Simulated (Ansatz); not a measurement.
**C₂H₈ClNOSn: one species, many methods**

The task here is to estimate one member of a computed series from the others.

Method: functionals in def2-TZVPP, the program's frozen cores in correlated methods; program: Ansatz 0.2.0, Gaussian basis.

Plan: PBE-D4, r2SCAN-D4, PBE0-D4, B3LYP-D4, ωB97X-V, ωB97M-V, B2PLYP; CCSD(T)/def2-TZVPP; MP2/def2-QZVPP; extrapolation to the limit.

## The relaxed structure

An earlier PBE0-D4 in a triple-zeta def2 set relaxation fixed the geometry. Sn takes the def2 core potential; no spin-orbit term is included.

SMILES `C[NH][SnH]([Cl])[O]C`, 14 atoms, charge 0, spin multiplicity 1.

Atoms are counted from 1 here; the program's logs count them from 0.

Bond lengths: C1–N2 1.455 Å, C1–H7 1.094 Å, C1–H8 1.094 Å, C1–H9 1.097 Å, N2–Sn3 2.005 Å, N2–H10 1.012 Å, Sn3–Cl4 2.346 Å, Sn3–O5 1.947 Å, Sn3–H11 1.692 Å, O5–C6 1.409 Å, C6–H12 1.098 Å, C6–H13 1.093 Å, C6–H14 1.096 Å. Angles: N2–C1–H7 109.8°, N2–C1–H8 109.8°, N2–C1–H9 114.6°, H7–C1–H8 106.7°, H7–C1–H9 108.1°, H8–C1–H9 107.5°, C1–N2–Sn3 118.9°, C1–N2–H10 111.3°, Sn3–N2–H10 112.0°, N2–Sn3–Cl4 109.7°, N2–Sn3–O5 108.3°, N2–Sn3–H11 113.8°, Cl4–Sn3–O5 106.4°, Cl4–Sn3–H11 109.1°, O5–Sn3–H11 109.4°, Sn3–O5–C6 121.2°, O5–C6–H12 112.2°, O5–C6–H13 107.8° and more.

Set-up of the first run:

Input file in.yaml:

```yaml
crystal:
  periodic: [false, false, false]
  atoms:
    - {symbol: C, position_ang: [-1.543330, 0.189732, -1.998578]}
    - {symbol: N, position_ang: [-1.196544, 0.287337, -0.588610]}
    - {symbol: Sn, position_ang: [0.027210, -1.087297, 0.206101]}
    - {symbol: Cl, position_ang: [1.980518, -1.244774, -1.082785]}
    - {symbol: O, position_ang: [0.579424, -0.467789, 1.966856]}
    - {symbol: C, position_ang: [1.493574, 0.594297, 2.112312]}
    - {symbol: H, position_ang: [-2.353789, 0.887204, -2.229722]}
    - {symbol: H, position_ang: [-1.919126, -0.813275, -2.219331]}
    - {symbol: H, position_ang: [-0.713239, 0.390867, -2.687502]}
    - {symbol: H, position_ang: [-0.920077, 1.228578, -0.341744]}
    - {symbol: H, position_ang: [-0.670273, -2.622247, 0.344035]}
    - {symbol: H, position_ang: [1.060684, 1.558065, 1.812680]}
    - {symbol: H, position_ang: [1.761805, 0.662699, 3.169842]}
    - {symbol: H, position_ang: [2.413174, 0.436584, 1.536457]}
basis:
  gaussian: {orbitals: def2-TZVPP}
hamiltonian: {xc: pbe, dispersion: d4}
output: {forces: true, orbitals: {seedname: orbitals}}
```

Command:

```sh
ansatz run in.yaml --threads 2 --pin off --events-out ev --progress --plain --max-ram 32768MiB --backend cuda --devices 0, --max-vram 18GiB
```

Among the steps run: PBE-D4 (GGA); r2SCAN-D4 (meta-GGA); PBE0-D4 (hybrid); B3LYP-D4 (hybrid); ωB97X-V (range-separated); ωB97M-V (range-separated); B2PLYP (double hybrid); CCSD(T) in def2-TZVPP; MP2 in def2-QZVPP.

One table of the session follows, with a row left open; its other results are not shown here.

It belongs to the step «Atomisation energies». 

```
            method  atomisation energy (eV)
            PBE-D4                   50.784
         r2SCAN-D4                        ?
           PBE0-D4                   49.758
          B3LYP-D4                   49.761
           ωB97X-V                   50.118
           ωB97M-V                   49.945
            B2PLYP                   49.168
     HF/def2-TZVPP                   34.845
    MP2/def2-TZVPP                   49.128
   CCSD/def2-TZVPP                   47.723
CCSD(T)/def2-TZVPP                   48.553
           MP2/CBS                   50.698
       CCSD(T)/CBS                   50.124
```

Estimate the missing values for r2SCAN-D4.

As computed: atomisation energy (eV): 49.797. In the column «atomisation energy (eV)» it lies between B3LYP-D4 (49.761) and ωB97M-V (49.945).
